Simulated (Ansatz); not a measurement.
ScTaN:

```
CELL_PARAMETERS angstrom
3.08507 0.00000 0.00000
-1.54253 2.67175 0.00000
0.00000 0.00000 10.34014
ATOMIC_POSITIONS crystal
Ta 0.33333 0.66667 0.24563
Ta 0.66667 0.33333 0.75437
Sc 0.00000 0.00000 0.00000
Sc 0.00000 0.00000 0.50000
N 0.33333 0.66667 0.62984
N 0.66667 0.33333 0.37016
```

The cell comes from a database or a generator and needn't be the stable form of this composition.

| Property | Result |
| --- | --- |
| Program | Ansatz 0.2.0 |
| Task | single point |
| Functional | PBE |
| Potentials or basis | Ansatz PAW |
| Cutoff | 420 eV (not typed: the program's choice for these potentials) |
| k mesh | 10 × 10 × 3 |
| Occupations | fermi-dirac, width 0.05 eV |
| Spin | no spin polarisation |

On this cell: pressure -0.5 GPa; largest force 0.025 eV/Å; band gap on the k mesh none (metal or under the smearing width).

The same run follows on a disturbed copy (atoms moved at random, drawn with an rms of 0.05 Å):

```
Ta Sc N
1.0
     3.08507    0.00000    0.00000
    -1.54253    2.67175    0.00000
     0.00000    0.00000   10.34014
Ta Sc N
2 2 2
Direct
  0.32860 0.65725 0.24890
  0.66965 0.33669 0.74720
  0.02118 0.99445 0.99675
  0.00434 0.98179 0.49880
  0.34592 0.68021 0.63276
  0.65755 0.31258 0.37255
```

**Question.** What does the disturbed cell give?

**Answer.** The energy (extrapolated to zero smearing) moves by +19.5 meV/atom; pressure 1.8 GPa; largest force 1.433 eV/Å; band gap on the k mesh none (metal or under the smearing width).

Forces in eV/Å, atoms in the order of the input:
```
Ta   0.089 -0.170 -0.466
Ta   0.155  0.186  1.413
Sc  -0.172  0.015  0.141
Sc  -0.298  0.283  0.179
N    0.027 -0.601 -1.103
N    0.199  0.287 -0.164
```

Stress tensor (GPa, compression positive):
```
 1.68 -0.02 -0.09
-0.02  2.15 -0.37
-0.09 -0.37  1.67
```
